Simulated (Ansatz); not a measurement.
# FH8NSi2 (built from SMILES N[SiH2]F.[SiH4]): a short trajectory

The task is to watch the atoms for 30 steps of 1.0 fs, started with velocities for 1500 K and run with a Nosé-Hoover thermostat, and see to which side of the barrier the system falls.

Method: PBE0-D4/def2-SVP; program: Ansatz 0.2.0, Gaussian basis.

**1. The system as given**

The start, a first-order saddle point found at PBE0-D4 in triple zeta: 12 atoms, charge 0, spin multiplicity 1.

Atoms are counted from 1 here; the program's logs count them from 0.

Bond lengths: Si1–H3 1.477 Å, Si1–H4 1.505 Å, Si1–N5 1.691 Å, F2–H6 1.178 Å, N5–H8 1.004 Å, N5–H9 1.004 Å, Si7–H10 1.484 Å, Si7–H11 1.493 Å, Si7–H12 1.485 Å. Angles: H3–Si1–H4 104.8°, H3–Si1–N5 123.6°, H4–Si1–N5 100.9°, Si1–N5–H8 123.5°, Si1–N5–H9 121.8°, H8–N5–H9 114.4°, H10–Si7–H11 108.7°, H10–Si7–H12 110.7°, H11–Si7–H12 108.7°.

Coordinates:

```xyz
12

Si   -0.8229   -0.1090    0.3054
F    -0.0818   -1.8635   -0.2854
H    -2.0480   -0.4547   -0.4437
H    -0.8792    1.3863    0.4637
N    -0.5369   -0.5883    1.9012
H     0.4090   -0.9012   -0.7562
Si    0.9903    0.7467   -1.3091
H    -0.3082   -1.5302    2.1647
H    -0.4975    0.0750    2.6543
H     1.7857    1.5543   -0.3516
H     1.9237    0.0722   -2.2586
H     0.0659    1.6122   -2.0847
```

**2. Dynamics**

The input, md/in.yaml:

```yaml
crystal:
  periodic: [false, false, false]
  atoms:
    - {symbol: Si, position_ang: [-0.822942, -0.108986, 0.305423]}
    - {symbol: F, position_ang: [-0.081802, -1.863470, -0.285351]}
    - {symbol: H, position_ang: [-2.048007, -0.454683, -0.443733]}
    - {symbol: H, position_ang: [-0.879168, 1.386270, 0.463678]}
    - {symbol: N, position_ang: [-0.536899, -0.588279, 1.901184]}
    - {symbol: H, position_ang: [0.409017, -0.901206, -0.756152]}
    - {symbol: Si, position_ang: [0.990251, 0.746726, -1.309090]}
    - {symbol: H, position_ang: [-0.308226, -1.530190, 2.164703]}
    - {symbol: H, position_ang: [-0.497482, 0.075041, 2.654286]}
    - {symbol: H, position_ang: [1.785748, 1.554347, -0.351577]}
    - {symbol: H, position_ang: [1.923749, 0.072212, -2.258567]}
    - {symbol: H, position_ang: [0.065862, 1.612220, -2.084704]}
basis:
  gaussian: {orbitals: def2-SVP}
hamiltonian: {xc: pbe0, dispersion: d4}
md: {n_steps: 30, timestep: 1.0, temperature: 1500, ensemble: nvt_nose_hoover, seed: 953, initial_velocities: maxwell_boltzmann}
```

The run is started by

```bash
> ansatz run in.yaml --threads 4 --pin off --events-out ev --progress --plain --max-ram 9574MiB
```

The program printed:

```text
Functional definition: PBE0
  name "PBE0"
  cite "Adamo & Barone, J. Chem. Phys. 110, 6158 (1999) doi:10.1063/1.478522"
  cite "Perdew, Burke & Ernzerhof, Phys. Rev. Lett. 77, 3865 (1996) doi:10.1103/PhysRevLett.77.3865"
  parent pbe
  parameter a = 0.25
  parameter kappa = 0.804
  parameter beta = 0.06672455060314922
  exchange = (1 - a)*pbe_x(kappa = kappa, mu = beta*pi^2/3) + a*exact_x
  correlation = pbe_c(beta = beta)
1091 factors; integrals over basis functions are off by at most 3.7e-4 eV
mean field evaluation 1: about -20066.7127 eV, gradient 5.3e1 eV
mean field evaluation 2: about -20058.6014 eV, gradient 8.0e1 eV
mean field evaluation 4: about -20072.0480 eV, gradient 2.5e0 eV
mean field evaluation 8: about -20072.0705 eV, gradient 2.7e-2 eV
mean field -20072.07045682 eV, -737.6349839502 hartree, gradient 7.1e-5 eV, S^2 0.000000; 0 other end points of the search recorded, 0 dependent functions left out
the calculation of the forces begins
reference -20072.07048512 eV, -737.6349849901 hartree; 26, 26 occupied and 78, 78 virtual orbitals, 1091 factors
md step     0: t =     0.00 fs  T =  1500.0 K  F+E_penalty+E_count = -20072.27075893 eV  E_kin = 1.938900 eV  conserved = -20070.33185895 eV  (23 SCF iters)
these checks for a lower state are left out or cut short: starts, cluster_reference, orbital_swaps, neighbouring_geometries, increment
1091 factors; integrals over basis functions are off by at most 3.5e-4 eV
mean field evaluation 16: about -20072.0137 eV, gradient 5.0e-2 eV
mean field -20072.02242937 eV, -737.6332189741 hartree, gradient 9.8e-6 eV, S^2 0.000000; 0 other end points of the search recorded, 0 dependent functions left out
the calculation of the forces begins
reference -20072.02245777 eV, -737.6332200177 hartree; 26, 26 occupied and 78, 78 virtual orbitals, 1091 factors
md step     1: t =     1.00 fs  T =  1464.0 K  F+E_penalty+E_count = -20072.22241430 eV  E_kin = 1.892391 eV  conserved = -20070.33002440 eV  (27 SCF iters, 5 dispersion substeps)
these checks for a lower state are left out or cut short: starts, cluster_reference, orbital_swaps, neighbouring_geometries, increment
1091 factors; integrals over basis functions are off by at most 3.6e-4 eV
mean field -20071.91956255 eV, -737.6294386879 hartree, gradient 9.3e-6 eV, S^2 0.000000; 0 other end points of the search recorded, 0 dependent functions left out
the calculation of the forces begins
reference -20071.91959102 eV, -737.6294397341 hartree; 26, 26 occupied and 78, 78 virtual orbitals, 1091 factors
md step     2: t =     2.00 fs  T =  1385.2 K  F+E_penalty+E_count = -20072.11910438 eV  E_kin = 1.790489 eV  conserved = -20070.32862785 eV  (27 SCF iters, 5 dispersion substeps)
[... from here on, the SCF cycles and remarks between the steps are left out ...]
md step     3: t =     3.00 fs  T =  1281.2 K  F+E_penalty+E_count = -20071.98547785 eV  E_kin = 1.656062 eV  conserved = -20070.32946571 eV  (28 SCF iters, 5 dispersion substeps)
md step     4: t =     4.00 fs  T =  1152.0 K  F+E_penalty+E_count = -20071.81796252 eV  E_kin = 1.489074 eV  conserved = -20070.32901773 eV  (28 SCF iters, 5 dispersion substeps)
md step     5: t =     5.00 fs  T =  1005.5 K  F+E_penalty+E_count = -20071.62647860 eV  E_kin = 1.299692 eV  conserved = -20070.32705216 eV  (27 SCF iters, 5 dispersion substeps)
md step     6: t =     6.00 fs  T =   862.4 K  F+E_penalty+E_count = -20071.44007383 eV  E_kin = 1.114743 eV  conserved = -20070.32579222 eV  (27 SCF iters, 5 dispersion substeps)
md step     7: t =     7.00 fs  T =   736.1 K  F+E_penalty+E_count = -20071.27657055 eV  E_kin = 0.951510 eV  conserved = -20070.32577725 eV  (28 SCF iters, 5 dispersion substeps)
md step     8: t =     8.00 fs  T =   625.4 K  F+E_penalty+E_count = -20071.13357902 eV  E_kin = 0.808408 eV  conserved = -20070.32619480 eV  (28 SCF iters, 5 dispersion substeps)
md step     9: t =     9.00 fs  T =   525.1 K  F+E_penalty+E_count = -20071.00299507 eV  E_kin = 0.678761 eV  conserved = -20070.32560282 eV  (28 SCF iters, 5 dispersion substeps)
md step    10: t =    10.00 fs  T =   444.0 K  F+E_penalty+E_count = -20070.89554390 eV  E_kin = 0.573973 eV  conserved = -20070.32331313 eV  (28 SCF iters, 5 dispersion substeps)
md step    11: t =    11.00 fs  T =   405.3 K  F+E_penalty+E_count = -20070.84496457 eV  E_kin = 0.523919 eV  conserved = -20070.32319150 eV  (28 SCF iters, 5 dispersion substeps)
md step    12: t =    12.00 fs  T =   410.3 K  F+E_penalty+E_count = -20070.85377648 eV  E_kin = 0.530353 eV  conserved = -20070.32603648 eV  (29 SCF iters, 5 dispersion substeps)
md step    13: t =    13.00 fs  T =   433.4 K  F+E_penalty+E_count = -20070.88375607 eV  E_kin = 0.560209 eV  conserved = -20070.32672250 eV  (30 SCF iters, 5 dispersion substeps)
md step    14: t =    14.00 fs  T =   464.8 K  F+E_penalty+E_count = -20070.92232917 eV  E_kin = 0.600776 eV  conserved = -20070.32541105 eV  (29 SCF iters, 5 dispersion substeps)
md step    15: t =    15.00 fs  T =   514.8 K  F+E_penalty+E_count = -20070.98593596 eV  E_kin = 0.665425 eV  conserved = -20070.32520154 eV  (29 SCF iters, 5 dispersion substeps)
md step    16: t =    16.00 fs  T =   584.3 K  F+E_penalty+E_count = -20071.07656403 eV  E_kin = 0.755299 eV  conserved = -20070.32698453 eV  (26 SCF iters, 5 dispersion substeps)
md step    17: t =    17.00 fs  T =   653.0 K  F+E_penalty+E_count = -20071.16651737 eV  E_kin = 0.844129 eV  conserved = -20070.32936588 eV  (29 SCF iters, 5 dispersion substeps)
md step    18: t =    18.00 fs  T =   695.8 K  F+E_penalty+E_count = -20071.22055581 eV  E_kin = 0.899412 eV  conserved = -20070.32959262 eV  (29 SCF iters, 5 dispersion substeps)
md step    19: t =    19.00 fs  T =   712.3 K  F+E_penalty+E_count = -20071.23736014 eV  E_kin = 0.920769 eV  conserved = -20070.32667579 eV  (29 SCF iters, 5 dispersion substeps)
md step    20: t =    20.00 fs  T =   731.2 K  F+E_penalty+E_count = -20071.25856386 eV  E_kin = 0.945136 eV  conserved = -20070.32529119 eV  (26 SCF iters, 5 dispersion substeps)
md step    21: t =    21.00 fs  T =   767.2 K  F+E_penalty+E_count = -20071.30509840 eV  E_kin = 0.991635 eV  conserved = -20070.32727582 eV  (25 SCF iters, 5 dispersion substeps)
md step    22: t =    22.00 fs  T =   805.1 K  F+E_penalty+E_count = -20071.35330830 eV  E_kin = 1.040642 eV  conserved = -20070.32862714 eV  (24 SCF iters, 5 dispersion substeps)
md step    23: t =    23.00 fs  T =   830.3 K  F+E_penalty+E_count = -20071.38522299 eV  E_kin = 1.073302 eV  conserved = -20070.33021866 eV  (25 SCF iters, 5 dispersion substeps)
md step    24: t =    24.00 fs  T =   833.2 K  F+E_penalty+E_count = -20071.38763191 eV  E_kin = 1.076979 eV  conserved = -20070.33143004 eV  (24 SCF iters, 5 dispersion substeps)
md step    25: t =    25.00 fs  T =   830.8 K  F+E_penalty+E_count = -20071.37374283 eV  E_kin = 1.073888 eV  conserved = -20070.32321213 eV  (23 SCF iters, 5 dispersion substeps)
md step    26: t =    26.00 fs  T =   902.6 K  F+E_penalty+E_count = -20071.46336812 eV  E_kin = 1.166691 eV  conserved = -20070.32282736 eV  (24 SCF iters, 5 dispersion substeps)
md step    27: t =    27.00 fs  T =  1035.6 K  F+E_penalty+E_count = -20071.64697841 eV  E_kin = 1.338621 eV  conserved = -20070.33773809 eV  (24 SCF iters, 5 dispersion substeps)
md step    28: t =    28.00 fs  T =  1102.6 K  F+E_penalty+E_count = -20071.72837892 eV  E_kin = 1.425263 eV  conserved = -20070.33615371 eV  (24 SCF iters, 5 dispersion substeps)
md step    29: t =    29.00 fs  T =  1099.3 K  F+E_penalty+E_count = -20071.71073594 eV  E_kin = 1.421001 eV  conserved = -20070.32662502 eV  (25 SCF iters, 5 dispersion substeps)
these checks for a lower state are left out or cut short: starts, cluster_reference, orbital_swaps, neighbouring_geometries, increment
1091 factors; integrals over basis functions are off by at most 4.6e-4 eV
mean field -20071.52583079 eV, -737.6149693128 hartree, gradient 6.3e-5 eV, S^2 0.000000; 0 other end points of the search recorded, 0 dependent functions left out
the calculation of the forces begins
reference -20071.52585920 eV, -737.6149703568 hartree; 26, 26 occupied and 78, 78 virtual orbitals, 1091 factors
1091 factors; integrals over basis functions are off by at most 4.6e-4 eV
mean field evaluation 224: about -20071.5056 eV, gradient 1.8e0 eV
mean field -20071.52583079 eV, -737.6149693128 hartree, gradient 6.3e-5 eV, S^2 0.000000; 1 other end points of the search recorded, 0 dependent functions left out
the calculation of the forces begins
reference -20071.52585920 eV, -737.6149703568 hartree; 26, 26 occupied and 78, 78 virtual orbitals, 1091 factors
md step    30: t =    30.00 fs  T =  1116.8 K  F+E_penalty+E_count = -20071.72581746 eV  E_kin = 1.443527 eV  conserved = -20070.32314251 eV  (27 SCF iters, 5 dispersion substeps)
Total energy: -20071.72584587 eV, -737.6223197313 hartree
Atom 0 at    -0.779442    -0.057900     0.291767 Å, force    -0.634295     2.044939     0.019809 eV/Å
Atom 1 at    -0.119721    -2.030879    -0.409749 Å, force     3.644824     0.310137    -0.418633 eV/Å
Atom 2 at    -1.879382    -0.890787    -0.251400 Å, force    -0.522727     0.693384    -0.343025 eV/Å
Atom 3 at    -1.179039     1.436159     0.290141 Å, force    -0.122503    -0.614296     0.257988 eV/Å
Atom 4 at    -0.490701    -0.429936     1.978394 Å, force     0.213204     0.962694    -0.793657 eV/Å
Atom 5 at     0.734684    -1.470969    -0.583623 Å, force    -2.718429    -1.663455     0.343068 eV/Å
Atom 6 at     0.991297     0.769821    -1.246496 Å, force    -2.064327    -0.514390     0.197642 eV/Å
Atom 7 at    -0.249461    -1.391167     1.956760 Å, force     0.158726    -1.386174     0.820968 eV/Å
Atom 8 at    -1.283290    -0.233778     2.593521 Å, force     0.270392    -0.181293    -0.180670 eV/Å
Atom 9 at     1.795646     1.613768    -0.373451 Å, force     0.961111     0.212734     0.028837 eV/Å
Atom 10 at     1.363136    -0.019064    -2.461390 Å, force     0.878995    -0.114925     0.231410 eV/Å
Atom 11 at    -0.019241     1.657956    -1.874430 Å, force    -0.064971     0.250646    -0.163737 eV/Å
Dipole moment:     0.225067    -0.243776     0.052056 e Å
```

Run time: 43 s. Hardware: 4 threads of Arm Neoverse V1, shared host.

**3. Frames and traces**

Step by step:

```csv
time (fs),T (K),potential (meV),potential + kinetic (meV),Si1–Si7 (Å),F2–H6 (Å),Si1–F2 (Å),H6–Si7 (Å)
0.00,1500,0.0,0.0,2.574,1.178,1.994,1.833
1.00,1464,48.3,1.8,2.575,1.199,2.008,1.820
2.00,1385,151.7,3.2,2.575,1.218,2.022,1.809
3.00,1281,285.3,2.4,2.575,1.234,2.035,1.800
4.00,1152,452.8,3.0,2.576,1.248,2.047,1.794
5.00,1005,644.3,5.1,2.576,1.260,2.059,1.790
6.00,862,830.7,6.5,2.577,1.269,2.069,1.788
7.00,736,994.2,6.8,2.579,1.275,2.079,1.788
8.00,625,1137.2,6.7,2.580,1.279,2.089,1.791
9.00,525,1267.8,7.6,2.582,1.281,2.097,1.797
10.00,444,1375.2,10.3,2.583,1.280,2.105,1.805
11.00,405,1425.8,10.8,2.585,1.277,2.112,1.815
12.00,410,1417.0,8.4,2.586,1.273,2.119,1.828
13.00,433,1387.0,8.3,2.588,1.267,2.125,1.843
14.00,465,1348.4,10.3,2.588,1.259,2.130,1.860
15.00,515,1284.8,11.3,2.588,1.250,2.135,1.880
16.00,584,1194.2,10.6,2.588,1.238,2.139,1.903
17.00,653,1104.2,9.5,2.587,1.224,2.142,1.928
18.00,696,1050.2,10.7,2.585,1.205,2.144,1.957
19.00,712,1033.4,15.3,2.582,1.181,2.145,1.991
20.00,731,1012.2,18.4,2.578,1.151,2.146,2.031
21.00,767,965.7,18.4,2.574,1.111,2.147,2.078
22.00,805,917.5,19.2,2.568,1.062,2.147,2.133
23.00,830,885.5,19.9,2.562,1.005,2.148,2.194
24.00,833,883.1,21.2,2.555,0.946,2.149,2.258
25.00,831,897.0,32.0,2.546,0.903,2.152,2.310
26.00,903,807.4,35.2,2.536,0.895,2.157,2.338
27.00,1036,623.8,23.5,2.526,0.925,2.164,2.340
28.00,1103,542.4,28.7,2.514,0.974,2.173,2.332
29.00,1099,560.0,42.1,2.501,1.016,2.184,2.333
30.00,1117,544.9,49.6,2.487,1.036,2.195,2.351
```

Energies count from the start.

Positions (Å) and forces (eV/Å) at 12.00 fs:

```xyz
12

Si   -0.864   -0.118    0.286    2.275    1.041    1.082
F    -0.088   -1.986   -0.347   -0.447    1.566    0.177
H    -1.947    0.090   -0.730   -0.201   -1.105    0.231
H    -0.690    1.407    0.641   -0.242   -0.543   -0.652
N    -0.465   -0.484    1.967   -1.640    0.644   -1.197
H     0.455   -0.893   -0.712    0.104   -0.190    0.235
Si    1.004    0.757   -1.274   -0.103   -0.294   -0.890
H     0.026   -1.278    2.314   -0.147   -1.093    0.211
H    -1.232   -0.129    2.563    0.937   -0.242    0.066
H     2.033    1.645   -0.735   -0.032    0.420    1.033
H     1.916    0.325   -2.432   -0.848   -0.397    0.125
H    -0.245    1.462   -1.713    0.344    0.192   -0.421
```

Positions (Å) and forces (eV/Å) at 30.00 fs:

```xyz
12

Si   -0.779   -0.058    0.292   -0.634    2.045    0.020
F    -0.120   -2.031   -0.410    3.645    0.310   -0.419
H    -1.879   -0.891   -0.251   -0.523    0.693   -0.343
H    -1.179    1.436    0.290   -0.123   -0.614    0.258
N    -0.491   -0.430    1.978    0.213    0.963   -0.794
H     0.735   -1.471   -0.584   -2.718   -1.663    0.343
Si    0.991    0.770   -1.246   -2.064   -0.514    0.198
H    -0.249   -1.391    1.957    0.159   -1.386    0.821
H    -1.283   -0.234    2.594    0.270   -0.181   -0.181
H     1.796    1.614   -0.373    0.961    0.213    0.029
H     1.363   -0.019   -2.461    0.879   -0.115    0.231
H    -0.019    1.658   -1.874   -0.065    0.251   -0.164
```

**4. What came out**

| quantity | value |
| --- | --- |
| length | 30 steps, 30.0 fs |
| temperature at the start | 1500 K |
| mean temperature, second half | 826 K |
| lowest and highest potential energy, from the first frame | 0 and 1426 meV |
| largest change of potential + kinetic | 49.6 meV |

By the last frame it has moved towards the side where Si1–Si7, F2–H6 form. The thermostat trades energy with the molecule, so the sum of potential and kinetic energy isn't conserved: it changes by +50 meV over the run. The mean temperature of the second half is still well below the 1500 K set. The instant temperature ranges from 405 to 1500 K, as energy passes between motion and strain.
